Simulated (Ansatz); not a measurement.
# YTaP (element-swapped structure): how the settings move a single-point run, part 2 of 2

Aim: see which settings change the result for YTaP (element-swapped structure), by how much, and at what cost.

Ansatz 0.2.0; reference level DFT r2SCAN, plane waves, PAW, scalar-relativistic, no spin polarisation. The steps go on from the part before.

### 5 Changed: chi_scale 0.0, hubbard.sites [{species: Y, l: d, u_eff: 1.0}], hubbard.double_counting fll

input.yaml

```yaml
crystal:
  lattice:
    - [3.586798, 0.0, 0.0]
    - [0.0, 3.586798, 0.0]
    - [0.0, 0.0, 9.080501]
  atoms:
    - { symbol: "Y", position: [0.0, 0.5, 0.9] }
    - { symbol: "Y", position: [0.5, 0.0, 0.1] }
    - { symbol: Ta, position: [0.0, 0.5, 0.335] }
    - { symbol: Ta, position: [0.5, 0.0, 0.665] }
    - { symbol: P, position: [0.0, 0.5, 0.617] }
    - { symbol: P, position: [0.5, 0.0, 0.383] }
  symmetry: { tolerance: 0.0003 }
kpoints:
  mp_grid: { grid: [5, 5, 2], shift: [0, 0, 0] }
magnetization:
  spin_polarized: false
scf:
  occupations: { method: gaussian, width: 0.0157 }
  initial_density: { chi_scale: 0.0 }
hamiltonian:
  pseudopotentials: { kind: paw }
  xc: r2scan
  hubbard: { sites: [{ species: "Y", l: d, u_eff: 1.0 }], double_counting: fll }
basis:
  ecutwfc: 500
output:
  forces: true
  stress: true
  eigenvalues: true
```

The run is started by

```console
$ ansatz run input.yaml --threads 1 --pin off --max-ram 2560MiB --backend cpu --events-out ev --progress --plain --runs-dir out
```

Standard output:

```text
Warning: RAYON_NUM_THREADS=1 ignored (pool sized by the plan → 1); use --threads N
Y: projections on atomic orbitals take those of the free atom [Ar 3d10] 4s2 4p6 4d1 5s2, of charge +0.00 (hamiltonian.pseudopotentials.projection_atoms); the dataset's partial waves leave at most 3.7e-6 of an orbital's norm unspanned inside its sphere
Ta: projections on atomic orbitals take those of the free atom [Kr 4d10 4f14] 5s2 5p6 5d3 6s2, of charge +0.00 (hamiltonian.pseudopotentials.projection_atoms); the dataset's partial waves leave at most 6.0e-5 of an orbital's norm unspanned inside its sphere
P: projections on atomic orbitals take those of the free atom [Ne] 3s2 3p3, of charge +0.00 (hamiltonian.pseudopotentials.projection_atoms); the dataset's partial waves leave at most 1.0e-7 of an orbital's norm unspanned inside its sphere
Engine: ansatz 0.2.0, aarch64-unknown-linux-gnu
Pseudopotentials: kind: paw
Pseudopotential: Y, paw, valence charge 11, recommended cutoff 500 eV (meta_gga), Y.paw.azcp
Pseudopotential: Ta, paw, valence charge 13, recommended cutoff 500 eV (meta_gga), Ta.paw.azcp
Pseudopotential: P, paw, valence charge 5, recommended cutoff 500 eV (meta_gga), P.paw.azcp
Functional definition: r2SCAN
  parameter k0 = 0.174
  parameter k1 = 0.065
  parameter a1 = 4.9479
  exchange = r2scan_x(k0 = k0, k1 = k1, a1 = a1)
  correlation = r2scan_c
Crystal: 6 atoms, lattice volume = 116.822 Å³
Basis set: ecut = 500 eV, 3001 PW (Γ), exchange–correlation on 108×108×288 points (64 copies of the dense FFT grid, shifted against one another)
Bands: 35, of which v1, the nominal top of the filled ones, is band 29 counted from 1 (28 counted from 0)
Symmetry: 16 space group operations
Space group: P4/nmm (ITA 129), of the structure as read, at distance tolerance 1.5e-3 Å
k-points: 12 of 50
Non-local potential: Y, projectors of the file, l = 0: 3, l = 1: 2, l = 2: 2, l = 3: 1
Non-local potential: Ta, projectors of the file, l = 0: 3, l = 1: 2, l = 2: 2, l = 3: 1
Non-local potential: P, projectors of the file, l = 0: 2, l = 1: 2, l = 2: 2
PAW form: soft (Blöchl's): semilocal exchange-correlation on the pseudo side does not see the compensation charge
PAW frozen core: Y, regenerated for the run's functional (the file was generated under x = pbe(κ = 0.804, μ = 0.2195149727645171), c = pbe(β = 0.06672455060314922))
PAW frozen core: Ta, regenerated for the run's functional (the file was generated under x = pbe(κ = 0.804, μ = 0.2195149727645171), c = pbe(β = 0.06672455060314922))
PAW frozen core: P, regenerated for the run's functional (the file was generated under x = pbe(κ = 0.804, μ = 0.2195149727645171), c = pbe(β = 0.06672455060314922))
PAW one-centre angular grid: Y, 590 points (default); XC on 160 Gauss nodes
PAW one-centre angular grid: Ta, 590 points (default); XC on 160 Gauss nodes
PAW one-centre angular grid: P, 302 points (default); XC on 160 Gauss nodes
Initial density: superposition of atomic densities (chi_scale 0, normalization cell)
Initial wavefunctions: pseudopotential atomic-orbital guess
Functional: x = r2scan, c = r2scan; τ floored in thin density (d = 2e-4 eV/Å³)
SCF iter   1: F=—  HF=-29126.500573 eV  |F-HF|=—  |Δ(HF+E_count)|=         —  Δρ=5.01e-2  dr2=1.10e1  dr2_τ=2.14e-1  ethr=3.10e-3  ⟨swp⟩=7.2  Hψ=1959  notcnv=0
preconditioner: auto → Resta (q_TF=auto, 2.428 Å⁻¹)  ε∞=9.7  [insulator: Δε(μ)=0.087 eV  Ē_g=5.935 eV  σ=0.016 eV  W_gap=0.59  n_scr=26 (ndim 8)  ℏωp=17.5 eV  f_vac=0.000  D(μ)=16.24/eV (n_scr^D=246)  ε∞_Penn≈9.7]
SCF iter   2: F=—  HF=-29125.934132 eV  |F-HF|=—  |Δ(HF+E_count)|=   5.66e-1  Δρ=2.44e-2  dr2=2.97e0  dr2_τ=3.28e-1  ethr=3.10e-3  ⟨swp⟩=3.8  Hψ=949  notcnv=0  defer=17
preconditioner: auto → Kerker (q_TF=auto, 2.428 Å⁻¹)  [metal: Δε(μ)=0.055 eV  Ē_g=5.750 eV  σ=0.016 eV  W_gap=0.50  n_scr=26 (ndim 8)  ℏωp=17.5 eV  f_vac=0.000  D(μ)=5.75/eV (n_scr^D=56)]
SCF iter   3: F=—  HF=-29125.919897 eV  |F-HF|=—  |Δ(HF+E_count)|=   1.42e-2  Δρ=1.57e-2  dr2=3.23e-1  dr2_τ=8.14e-3  ethr=3.10e-3  ⟨swp⟩=1.9  Hψ=515  notcnv=0  defer=17
SCF iter   4: F=—  HF=-29125.969889 eV  |F-HF|=—  |Δ(HF+E_count)|=   5.00e-2  Δρ=3.24e-3  dr2=2.84e-2  dr2_τ=8.58e-4  ethr=5.57e-4  ⟨swp⟩=4.1  Hψ=897  notcnv=0  defer=17
SCF iter   5: F=—  HF=-29125.971041 eV  |F-HF|=—  |Δ(HF+E_count)|=   1.15e-3  Δρ=1.13e-3  dr2=5.12e-3  dr2_τ=2.32e-4  ethr=4.89e-5  ⟨swp⟩=3.1  Hψ=608  notcnv=0  defer=17
SCF iter   6: F=—  HF=-29125.971177 eV  |F-HF|=—  |Δ(HF+E_count)|=   1.36e-4  Δρ=2.67e-4  dr2=2.44e-4  dr2_τ=7.80e-6  ethr=8.82e-6  ⟨swp⟩=2.2  Hψ=509  notcnv=0  defer=17
SCF iter   7: F=—  HF=-29125.971206 eV  |F-HF|=—  |Δ(HF+E_count)|=   2.92e-5  Δρ=1.07e-4  dr2=1.01e-4  dr2_τ=2.06e-6  ethr=4.21e-7  ⟨swp⟩=2.0  Hψ=533  notcnv=0  defer=17
SCF iter   8: F=—  HF=-29125.971197 eV  |F-HF|=—  |Δ(HF+E_count)|=   9.48e-6  Δρ=1.52e-5  dr2=6.16e-7  dr2_τ=3.40e-8  ethr=1.75e-7  ⟨swp⟩=1.9  Hψ=436  notcnv=0  defer=17
SCF iter   9: F=—  HF=-29125.971197 eV  |F-HF|=—  |Δ(HF+E_count)|=   5.85e-7  Δρ=2.91e-6  dr2=1.22e-8  dr2_τ=1.29e-9  ethr=1.72e-10  ⟨swp⟩=13.9  Hψ=2143  notcnv=0
SCF iter  10: F=-29125.971197 eV  HF=-29125.971197 eV  |F-HF|=7.02e-10  |Δ(HF+E_count)|=   2.19e-9  Δρ=7.32e-7  dr2=1.38e-9  dr2_τ=1.15e-10  ethr=2.10e-11  ⟨swp⟩=2.1  Hψ=1315  notcnv=0
SCF 1 converged in 10 iterations: F = -29125.971197 eV  dr2 = 1.38e-9
SCF converged after 10 iterations
Free energy (F): -29125.971197 eV
Harris-Foulkes:  -29125.971197 eV  (|F-HF|=7.02e-10)
Internal energy: -29125.970069 eV  (E = F + TS)
E sigma→0 (E₀):  -29125.970633 eV
Entropy (-TS):   -0.001129 eV (-0.188 meV/atom)
Fermi energy:    14.103665 eV
--- Per-component energies (eV) ---
  E_band       = -457.287778
  E_kinetic    = 1498.281981
  E_local      = -2550.583527  (includes V_loc(G=0)·N_el)
  E_nonlocal   = 195.971450
  E_hartree    = 863.780125
  E_xc         = -867.351429
  E_vxc        = -1026.471196  (∫ρ·V_xc dr)
  E_hubbard    = 1.802271  (on-site DFT+U / exact-exchange correction)
  E_vhub       = 1.205812  (the Hubbard potential's part of the band-sum identity)
  E_paw        = -23681.050307  (= ΣΔE_a)
  E_vpaw       = -355.901498  (= ΣTr[D̂ρ^β])
  E_aug_tail   = 0.000170  (compensation charges beyond the density's cutoff)
  E_vtau       = 52.648895  (kinetic-family band-sum trace: ∫τ·v_τ [+ j·A + Jᵃ·Aᵃ] dr)
  E_ewald      = -4584.818650
  E_core_change = -2.002152  (= ΣΔE_core)
  E_smearing   = -0.001129  (= −TS)
  E_closure    = 0.000000  (closes the sum)
  Σ components = -29125.971197   (vs F -29125.971197, Δ=0.00e0)
--- Forces (eV/Å), atoms counted from 1 ---
  atom   1  Y      0.00000000     0.00000000     0.49059069
  atom   2  Y      0.00000000     0.00000000    -0.49059069
  atom   3  Ta     0.00000000     0.00000000     0.44592583
  atom   4  Ta     0.00000000     0.00000000    -0.44592583
  atom   5  P      0.00000000     0.00000000    -1.33262574
  atom   6  P      0.00000000     0.00000000     1.33262574
  max |Σ_I F_I| component: 0.00e0 eV/Å
--- Stress (GPa, compression-positive) ---
        2.598694       0.000000       0.000000
        0.000000       2.598694       0.000000
        0.000000       0.000000      14.264538
  P = ⅓ Tr σ = 6.4873 GPa (64.873 kbar)
--- Band table (eV; the first three rows and the last of 12) ---
  k-point 0: bands = ["-56.2217", "-56.2212", "-29.4783", "-29.2403", "-22.1003", "-22.1003", "-22.0886", "-22.0886", "-21.9927", "-21.9465", "-9.2686", "-8.8741", "-8.8741", "-8.7520", "-8.3561", "-8.3561", "0.5672", "2.2229", "8.4447", "10.3484", "10.5874", "11.0678", "11.2469", "11.2469", "11.8420", "12.6135", "13.3662", "13.5239", "13.5239", "13.9802", "14.3899", "14.7534", "14.7534", "15.2875", "15.2875"]
  k-point 1: bands = ["-56.2226", "-56.2211", "-29.4782", "-29.2404", "-22.1001", "-22.1001", "-22.0887", "-22.0887", "-21.9926", "-21.9465", "-9.2673", "-8.8741", "-8.8741", "-8.7545", "-8.3561", "-8.3561", "0.5998", "2.1799", "8.6253", "9.3708", "11.1929", "11.2549", "11.2549", "11.5766", "11.5972", "12.9031", "13.4582", "13.4582", "13.5861", "13.9932", "14.3719", "14.8231", "14.8231", "15.3373", "15.3373"]
  k-point 2: bands = ["-56.2200", "-56.2195", "-29.4454", "-29.2522", "-22.1361", "-22.1272", "-22.0951", "-22.0857", "-21.9843", "-21.9474", "-9.2734", "-9.1122", "-8.8153", "-8.6146", "-8.4615", "-8.3958", "1.0364", "2.6028", "8.6500", "8.7137", "10.5057", "10.5969", "10.9111", "11.0426", "11.3949", "12.3774", "12.9693", "13.7269", "14.0257", "14.0394", "14.5682", "14.9901", "15.0631", "15.9095", "16.7130"]
  k-point 11: bands = ["-56.2157", "-56.2155", "-29.3185", "-29.2968", "-22.1813", "-22.1808", "-22.1671", "-22.1646", "-21.9551", "-21.9508", "-9.3084", "-9.2772", "-8.9792", "-8.8881", "-8.5119", "-8.4971", "2.5898", "2.8117", "8.0513", "8.5244", "9.6045", "10.3657", "10.5470", "10.8738", "12.1963", "12.4215", "13.4025", "13.5936", "13.7651", "14.0101", "14.8106", "14.9873", "16.1211", "16.6249", "16.9309"]
Occupation matrices written to <dir>
```

Wall time 12 s (1 thread of Arm Neoverse V2, shared host); peak memory 0.67 GiB.

Changing the start and Hubbard U moves the energy by +302.6 meV/atom, and the pressure goes from 5.6 to 6.5 GPa and the largest force goes from 1.29 to 1.33 eV/Å. The U term adds an energy of its own, so the shift says nothing about which run is better. Cost: 10 SCF cycles against 8, 12 s against 7.9 s.

### 6 Changing settings: xc_grid 3, ecutrho_ratio 4

input.yaml

```yaml
crystal:
  lattice:
    - [3.586798, 0.0, 0.0]
    - [0.0, 3.586798, 0.0]
    - [0.0, 0.0, 9.080501]
  atoms:
    - { symbol: "Y", position: [0.0, 0.5, 0.9] }
    - { symbol: "Y", position: [0.5, 0.0, 0.1] }
    - { symbol: Ta, position: [0.0, 0.5, 0.335] }
    - { symbol: Ta, position: [0.5, 0.0, 0.665] }
    - { symbol: P, position: [0.0, 0.5, 0.617] }
    - { symbol: P, position: [0.5, 0.0, 0.383] }
  symmetry: { tolerance: 0.0003 }
kpoints:
  mp_grid: { grid: [5, 5, 2], shift: [0, 0, 0] }
magnetization:
  spin_polarized: false
scf:
  occupations: { method: gaussian, width: 0.0157 }
hamiltonian:
  pseudopotentials: { kind: paw }
  xc: r2scan
basis:
  ecutwfc: 500
  xc_grid: 3
  ecutrho_ratio: 4
output:
  forces: true
  stress: true
  eigenvalues: true
  write_density: true
  write_potential: true
  elf: true
  volumetric_format: npy
```

The run is started by

```console
$ ansatz run input.yaml --threads 1 --pin off --max-ram 2560MiB --backend cpu --events-out ev --progress --plain --runs-dir out
```

Standard output (excerpt; [...] marks lines left out):

```text
Warning: RAYON_NUM_THREADS=1 ignored (pool sized by the plan → 1); use --threads N
[...]
[... 5 set-up lines as earlier in the session ...]
[...]
Crystal: 6 atoms, lattice volume = 116.822 Å³
Basis set: ecut = 500 eV, 3001 PW (Γ), exchange–correlation on 81×81×216 points (27 copies of the dense FFT grid, shifted against one another)
Bands: 35, of which v1, the nominal top of the filled ones, is band 29 counted from 1 (28 counted from 0)
[... 2 set-up lines as earlier in the session ...]
k-points: 12 of 50
[...]
SCF iter   8: F=-29127.787070 eV  HF=-29127.787070 eV  |F-HF|=1.56e-8  |Δ(HF+E_count)|=   3.48e-8  Δρ=4.80e-6  dr2=4.67e-8  dr2_τ=1.66e-9  ethr=1.72e-10  ⟨swp⟩=16.2  Hψ=3373  notcnv=0
[...]
SCF converged after 8 iterations
Free energy (F): -29127.787070 eV
[...]
E sigma→0 (E₀):  -29127.786505 eV
Entropy (-TS):   -0.001129 eV (-0.188 meV/atom)
Fermi energy:    14.053037 eV
[...]
--- Forces (eV/Å), atoms counted from 1 ---
  atom   1  Y      0.00000000     0.00000000     0.53192990
  atom   2  Y      0.00000000     0.00000000    -0.53192990
  atom   3  Ta     0.00000000     0.00000000     0.42877842
  atom   4  Ta     0.00000000     0.00000000    -0.42877842
  atom   5  P      0.00000000     0.00000000    -1.29077365
  atom   6  P      0.00000000     0.00000000     1.29077365
[...]
--- Stress (GPa, compression-positive) ---
        1.816425       0.000000       0.000000
        0.000000       1.816425       0.000000
        0.000000       0.000000      13.162668
  P = ⅓ Tr σ = 5.5985 GPa (55.985 kbar)
--- Band table (eV; the first three rows and the last of 12) ---
[...]
```

It took 8.7 s on 1 thread of Arm Neoverse V2, shared host; peak memory 0.48 GiB.

Changing the numerical grids leaves the energy as it was (0.0 meV/atom).

### 7 All runs together

This closing draws on all 2 parts.

| run | ending | energy change | pressure (GPa) | gap (eV) | force (eV/Å) | cycles | time |
| --- | --- | --- | --- | --- | --- | --- | --- |
| reference | converged | 0 | 5.6 | 0.00 | 1.29 | 8 | 7.9 s |
| 1: xc lda | converged | not comparable | -1.9 | 0.00 | 1.28 | 8 | 5 s |
| 2: hubbard.sites [{species: Y, l: d, u_eff: 5.0}], hubbard.double_counting fll | converged | +1.46 eV/atom (U changed: no physical gain or loss) | 10.7 | 0.00 | 1.51 | 10 | 11 s |
| 3: chi_scale 0.0, hubbard.sites [{species: Y, l: d, u_eff: 1.0}], hubbard.double_counting fll | converged | +302.6 meV/atom (U changed: no physical gain or loss) | 6.5 | 0.00 | 1.33 | 10 | 12 s |
| 4: xc_grid 3, ecutrho_ratio 4 | converged | 0.0 meV/atom | 5.6 | 0.00 | 1.29 | 8 | 8.7 s |

Times don't compare one to one where runs were asked for different outputs or read a saved state (see the inputs); cycles may leave out searches for a lower state.

Residual by cycle in the longest SCF loop of each run; runs are numbered as in the table. The quantity is the density residual dr2, in eV.

| cycle | reference | run 1 | run 2 | run 3 | run 4 |
| --- | --- | --- | --- | --- | --- |
| 1 | 0.791 | 0.911 | 42.1 | 11 | 0.791 |
| 2 | 0.173 | 0.306 | 2.08 | 2.97 | 0.173 |
| 3 | 0.0558 | 0.00202 | 0.706 | 0.323 | 0.0558 |
| 4 | 0.00312 | 2.7e-4 | 0.097 | 0.0284 | 0.00312 |
| 5 | 4.2e-4 | 7.2e-5 | 0.00735 | 0.00512 | 4.1e-4 |
| 6 | 2.5e-5 | 6.3e-7 | 8.6e-4 | 2.4e-4 | 2.7e-5 |
| 7 | 5.6e-6 | 1.4e-7 | 3.0e-4 | 1.0e-4 | 4.5e-6 |
| 8 | 5.5e-8 | 3.1e-8 | 1.9e-5 | 6.2e-7 | 4.7e-8 |
| 9 | - | - | 1.8e-6 | 1.2e-8 | - |
| 10 | - | - | 3.4e-9 | 1.4e-9 | - |

**Reading.** «xc_grid 3, ecutrho_ratio 4» leaves the energy as it was. A changed U is a change of model: its shifts are not errors of convergence.

Caveats on the reference run: its mesh is coarse for a cell with so small a gap or none; the structure is made up and not relaxed.
